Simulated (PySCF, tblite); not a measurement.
# H₉NO₂Si₃: a rotation path, then NMR shifts on frames

How do NMR shifts of H₉NO₂Si₃ (`N[SiH2]O[SiH2]O[SiH3]`) change as the atoms move?

The runs use tblite 0.8.0 and PySCF 2.14.0, with density-fitted response routines of our own; the level of theory stands in each step. All values are computed, except where a source is named. Atoms are numbered from 0 throughout.

## 1. Starting geometry

15 atoms, charge 0, multiplicity 1; geometry from: GFN2-xTB.

Bonds of the start (Å): N0–Si1 1.72, Si1–O2 1.62, O2–Si3 1.61, Si3–O4 1.62, O4–Si5 1.62, N0–H6 1.01, N0–H7 1.01, Si1–H8 1.47, Si1–H9 1.46, Si3–H10 1.45, Si3–H11 1.46, Si5–H12 1.46, Si5–H13 1.46, Si5–H14 1.46.

## 2. The rotation path with GFN2-xTB

The job: settings as JSON, then the geometry in Å.

```
{"job": {"kind": "neb", "xc": "GFN2-xTB", "basis": "xTB", "atoms": [0, 1, 2, 3], "turn": 120}, "charge": 0, "multiplicity": 1}
N      3.162702     0.097416    -0.452347
Si     1.540670     0.559164    -0.120000
O      0.703686    -0.807967    -0.372769
Si    -0.688263    -1.550955    -0.690596
O     -1.941937    -0.551236    -0.473885
Si    -2.620831     0.808545     0.078856
H      3.899563     0.769951    -0.326656
H      3.473062    -0.820399    -0.175917
H      1.242210     0.968573     1.258850
H      1.188661     1.588193    -1.094993
H     -0.708089    -1.912277    -2.099692
H     -0.804944    -2.627557     0.283041
H     -3.092751     0.535552     1.436951
H     -3.719996     1.058226    -0.851781
H     -1.638156     1.892763     0.073371
```

Method: GFN2-xTB climbing-image nudged elastic band, gas phase.

Command:

```
OMP_NUM_THREADS=1 python probes_run.py task.json out
```

The driver reads the jobs from task.json and runs them one after another.

Standard output:

```text
image   E - E0 / eV
  0       0.0000
  1       0.0058
  2       0.0172
  3       0.0270
  4       0.0283
  5       0.0200
  6       0.0054
  7      -0.0063
  8      -0.0110
```

It took 3.4 s on 1 thread of Intel Xeon Platinum 8375C at 2.90GHz, shared host; peak memory 0.19 GiB.

The final band, with the dihedral N0–Si1–O2–Si3:

| image | dihedral (°) | energy (eV) | energy (kcal/mol) |
| --- | --- | --- | --- |
| 0 | -159 | 0.000 | 0.0 |
| 1 | -143 | 0.006 | 0.1 |
| 2 | -126 | 0.017 | 0.4 |
| 3 | -109 | 0.027 | 0.6 |
| 4 | -92 | 0.028 | 0.7 |
| 5 | -77 | 0.020 | 0.5 |
| 6 | -64 | 0.005 | 0.1 |
| 7 | -51 | -0.006 | -0.1 |
| 8 | -39 | -0.011 | -0.3 |

## 3. Shielding tensors: image 0, PBE0/pcSseg-1

The job: settings as JSON, then the geometry in Å.

```
{"job": {"kind": "nmr", "xc": "PBE0", "basis": "pcSseg-1", "pop": false}, "charge": 0, "multiplicity": 1}
N      3.162700     0.097400    -0.452300
Si     1.540700     0.559200    -0.120000
O      0.703700    -0.808000    -0.372800
Si    -0.688300    -1.551000    -0.690600
O     -1.941900    -0.551200    -0.473900
Si    -2.620800     0.808500     0.078900
H      3.899600     0.770000    -0.326700
H      3.473100    -0.820400    -0.175900
H      1.242200     0.968600     1.258800
H      1.188700     1.588200    -1.095000
H     -0.708100    -1.912300    -2.099700
H     -0.804900    -2.627600     0.283000
H     -3.092800     0.535600     1.437000
H     -3.720000     1.058200    -0.851800
H     -1.638200     1.892800     0.073400
```

With the program's defaults for keys left out, this is: GIAO PBE0/pcSseg-1 NMR shielding, non-relativistic, gas phase.

Standard output:

```text
coarse grid: 13688 points
cycle   1  E = -1078.3626081157  dE =  6.403e-01  |g| = 1.082e+00  |ddm| = 3.543e+00
cycle   2  E = -1078.0526783626  dE =  3.099e-01  |g| = 1.667e+00  |ddm| = 2.069e+00
cycle   3  E = -1078.5651055333  dE = -5.124e-01  |g| = 9.346e-02  |ddm| = 1.446e+00
cycle   4  E = -1078.5662088091  dE = -1.103e-03  |g| = 5.683e-02  |ddm| = 1.135e-01
cycle   5  E = -1078.5668330423  dE = -6.242e-04  |g| = 9.998e-03  |ddm| = 4.962e-02
cycle   6  E = -1078.5668525700  dE = -1.953e-05  |g| = 1.100e-03  |ddm| = 9.737e-03
cycle   7  E = -1078.5668527319  dE = -1.618e-07  |g| = 6.559e-04  |ddm| = 1.430e-03
final grid: 117536 points
cycle   8  E = -1078.6173632900  dE = -8.522e-06  |g| = 1.051e-02  |ddm| = 1.618e-02
cycle   9  E = -1078.6173382181  dE =  2.507e-05  |g| = 1.581e-02  |ddm| = 1.701e-02
cycle  10  E = -1078.6173823099  dE = -4.409e-05  |g| = 4.567e-04  |ddm| = 1.057e-02
cycle  11  E = -1078.6173823397  dE = -2.979e-08  |g| = 2.056e-04  |ddm| = 5.094e-04
cycle  12  E = -1078.6173823478  dE = -8.047e-09  |g| = 4.540e-05  |ddm| = 1.867e-04
cycle  13  E = -1078.6173823481  dE = -3.474e-10  |g| = 1.405e-05  |ddm| = 4.218e-05
converged SCF energy = -1078.6173823481

GIAO shielding tensors (ppm)
atom      isotropic    diamagn.    paramagn.     s11        s22        s33       span
  0 N      249.868     316.044     -66.176    202.803    256.229    290.573     87.770
  1 Si     384.189     880.688    -496.500    366.370    370.926    415.270     48.900
  2 O      267.055     401.872    -134.817    204.446    246.804    349.914    145.468
  3 Si     396.335     880.866    -484.531    391.748    395.927    401.331      9.584
  4 O      293.116     401.581    -108.464    236.781    271.675    370.892    134.111
  5 Si     394.000     880.060    -486.061    357.471    363.057    461.471    104.000
  6 H       31.797      28.713       3.084     24.727     26.808     43.856     19.129
  7 H       31.156      30.575       0.581     24.005     28.266     41.197     17.192
  8 H       26.097      32.155      -6.058     22.283     25.261     30.748      8.465
  9 H       26.392      31.447      -5.055     22.694     25.392     31.090      8.396
 10 H       26.703      29.504      -2.800     22.890     24.801     32.418      9.528
 11 H       26.759      30.058      -3.298     23.064     24.816     32.399      9.335
 12 H       26.515      29.644      -3.129     23.317     24.710     31.518      8.201
 13 H       26.512      28.546      -2.034     23.046     24.763     31.727      8.681
 14 H       26.535      31.646      -5.110     22.726     26.422     30.458      7.732
```

Run time: 20 s. Hardware: 1 thread of Intel Xeon Platinum 8375C at 2.90GHz, shared host; peak memory 0.75 GiB.

Shifts follow as δ = σ(reference) − σ, with reference shieldings (ppm) from runs at the same level and on the same kind of geometry: ¹H TMS 31.72, ²⁹Si TMS 349.2, ¹⁵N NH3 267.7, ¹⁷O H2O 336.1. The references are single molecules in the gas phase, so shifts against H2O, NH3, PH3, H3PO4 or CFCl3 are not on the usual liquid scales and can be off by tens of ppm. Each atom is listed at this fixed geometry, with no averaging over motion; a spectrum would average atoms that exchange fast.

| atoms | environment | σ (ppm) | δ (ppm) |
| --- | --- | --- | --- |
| H8 | hydrogen on a silicon bonded to N, O | 26.10 | 5.62 |
| H9 | hydrogen on a silicon bonded to N, O | 26.39 | 5.33 |
| H13 | hydrogen on a silicon bonded to O | 26.51 | 5.20 |
| H12 | hydrogen on a silicon bonded to O | 26.52 | 5.20 |
| H14 | hydrogen on a silicon bonded to O | 26.54 | 5.18 |
| H10 | hydrogen on a silicon bonded to 2 O | 26.70 | 5.01 |
| H11 | hydrogen on a silicon bonded to 2 O | 26.76 | 4.96 |
| H7 | hydrogen on a nitrogen bonded to Si | 31.16 | 0.56 |
| H6 | hydrogen on a nitrogen bonded to Si | 31.80 | -0.08 |
| N0 | nitrogen bonded to Si, 2 H | 249.9 | 17.9 |
| Si1 | silicon bonded to N, O, 2 H | 384.2 | -35.0 |
| Si5 | silicon bonded to O, 3 H | 394.0 | -44.8 |
| Si3 | silicon bonded to 2 O, 2 H | 396.3 | -47.2 |
| O2 | oxygen bonded to 2 Si | 267.1 | 69.0 |
| O4 | oxygen bonded to 2 Si | 293.1 | 43.0 |

## 4. Shielding tensors: image 2, PBE0/pcSseg-1

The job: settings as JSON, then the geometry in Å.

```
{"job": {"kind": "nmr", "xc": "PBE0", "basis": "pcSseg-1", "pop": false}, "charge": 0, "multiplicity": 1}
N      3.005700     0.229600    -0.728600
Si     1.563100     0.465900     0.175500
O      0.698500    -0.884200    -0.075400
Si    -0.669900    -1.596100    -0.535300
O     -1.897600    -0.542900    -0.518700
Si    -2.593000     0.862300    -0.123700
H      3.726600     0.929400    -0.683100
H      3.412500    -0.691500    -0.759400
H      1.690000     0.535500     1.635600
H      0.929200     1.652000    -0.389500
H     -0.535500    -2.028900    -1.918000
H     -0.948900    -2.617700     0.463700
H     -3.251600     0.659700     1.166400
H     -3.542300     1.111000    -1.207000
H     -1.591400     1.924000    -0.030000
```

Method: GIAO PBE0/pcSseg-1 NMR shielding, non-relativistic, gas phase.

Standard output:

```text
coarse grid: 13688 points
cycle   1  E = -1078.3633560107  dE =  6.432e-01  |g| = 1.080e+00  |ddm| = 3.544e+00
cycle   2  E = -1078.0566060280  dE =  3.067e-01  |g| = 1.662e+00  |ddm| = 2.070e+00
cycle   3  E = -1078.5648784028  dE = -5.083e-01  |g| = 9.434e-02  |ddm| = 1.449e+00
cycle   4  E = -1078.5660133365  dE = -1.135e-03  |g| = 5.700e-02  |ddm| = 1.137e-01
cycle   5  E = -1078.5666405115  dE = -6.272e-04  |g| = 1.007e-02  |ddm| = 4.925e-02
cycle   6  E = -1078.5666603557  dE = -1.984e-05  |g| = 1.101e-03  |ddm| = 9.858e-03
cycle   7  E = -1078.5666605182  dE = -1.626e-07  |g| = 6.501e-04  |ddm| = 1.404e-03
final grid: 117536 points
cycle   8  E = -1078.6166901270  dE = -5.397e-06  |g| = 1.066e-02  |ddm| = 1.354e-02
cycle   9  E = -1078.6166638564  dE =  2.627e-05  |g| = 1.610e-02  |ddm| = 1.746e-02
cycle  10  E = -1078.6167098302  dE = -4.597e-05  |g| = 4.476e-04  |ddm| = 1.078e-02
cycle  11  E = -1078.6167098578  dE = -2.768e-08  |g| = 2.039e-04  |ddm| = 4.838e-04
cycle  12  E = -1078.6167098657  dE = -7.863e-09  |g| = 4.056e-05  |ddm| = 1.795e-04
cycle  13  E = -1078.6167098660  dE = -2.542e-10  |g| = 1.467e-05  |ddm| = 3.677e-05
converged SCF energy = -1078.6167098660

GIAO shielding tensors (ppm)
atom      isotropic    diamagn.    paramagn.     s11        s22        s33       span
  0 N      248.839     315.867     -67.029    202.813    255.299    288.403     85.591
  1 Si     383.269     880.769    -497.500    366.839    368.420    414.549     47.710
  2 O      265.032     401.898    -136.865    213.024    245.100    336.973    123.948
  3 Si     396.681     880.838    -484.157    392.184    397.188    400.671      8.487
  4 O      292.621     401.440    -108.819    236.248    270.191    371.424    135.177
  5 Si     393.348     879.994    -486.646    357.522    359.069    463.451    105.929
  6 H       31.763      28.854       2.909     24.768     26.778     43.743     18.975
  7 H       31.138      30.244       0.894     24.051     28.177     41.186     17.134
  8 H       26.187      31.040      -4.852     22.492     24.816     31.254      8.761
  9 H       26.265      32.396      -6.131     22.315     25.567     30.912      8.597
 10 H       26.678      29.763      -3.085     22.931     24.812     32.290      9.359
 11 H       26.764      29.782      -3.019     23.102     24.744     32.445      9.343
 12 H       26.496      29.433      -2.936     23.262     24.706     31.521      8.259
 13 H       26.498      28.615      -2.117     23.052     24.721     31.722      8.671
 14 H       26.386      31.591      -5.205     22.393     26.624     30.142      7.749
```

It took 21 s on 1 thread of Intel Xeon Platinum 8375C at 2.90GHz, shared host; peak memory 0.81 GiB.

This run: δ N0 18.9, Si1 -34.1, Si5 -44.2, Si3 -47.5, H8 5.53, H9 5.45 ppm.

(Part 1 of 2 ends here.)
